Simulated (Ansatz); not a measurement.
# ZrS (triplet): wave-function methods side by side, def2-TZVPP

An exercise on one series of results from a longer session: the logs are not shown, and one member is left open.

The runs use Ansatz 0.2.0, Gaussian basis; def2-TZVPP, core rule «outside noble gas», up to 9 orbitals frozen.

Plan: UHF; ROHF; CCSD(T) on UHF.

2 further runs of the same task are left out: 2 set aside as unsound or not needed.

## What is computed

The geometry is a PBE0/def2-TZVP stationary point (not a proven minimum). No spin-orbit coupling is included. Elements past krypton take def2 core potentials.

2 atoms, charge 0, spin multiplicity 3.

Atoms are counted from 1 here; the program's logs count them from 0.

Bond lengths: Zr1–S2 2.183 Å.

The first run:

File in.yaml:

```yaml
crystal:
  periodic: [false, false, false]
  atoms:
    - {symbol: Zr, position_ang: [0.000000, 0.000000, 0.000000]}
    - {symbol: S, position_ang: [0.000000, 0.000000, 2.182917]}
basis:
  gaussian: {orbitals: def2-TZVPP}
magnetization: {spin_polarized: true, initial_magnetization: 2}
hamiltonian: {xc: hf}
output: {orbitals: {seedname: orbitals}}
```

The run is started by

```console
$ ansatz run in.yaml --threads 1 --pin off --events-out ev --progress --plain --max-ram 4096MiB --backend cpu
```

Steps of the session up to this table: UHF; ROHF; CCSD(T) on UHF.

One of the session's tables, all rows but one given; the rest of the session is left out.

It belongs to the step «Misses and costs». 

```
  method  from UCCSD(T) (meV)
    ROHF              +7608.8
     UHF              +7471.6
    UMP2                    ?
   UCCSD               +543.7
UCCSD(T)                    0
```

Q: Estimate the row for UMP2 from the others.

**Answer.** from UCCSD(T) (meV): +836.6. In the column «from UCCSD(T) (meV)» it lies between UCCSD (+543.7) and UHF (+7471.6).

With the free atoms at the same levels and basis (separate runs), the atomisation energy is 5.225 eV at UCCSD(T), 3.498 eV at ROHF.
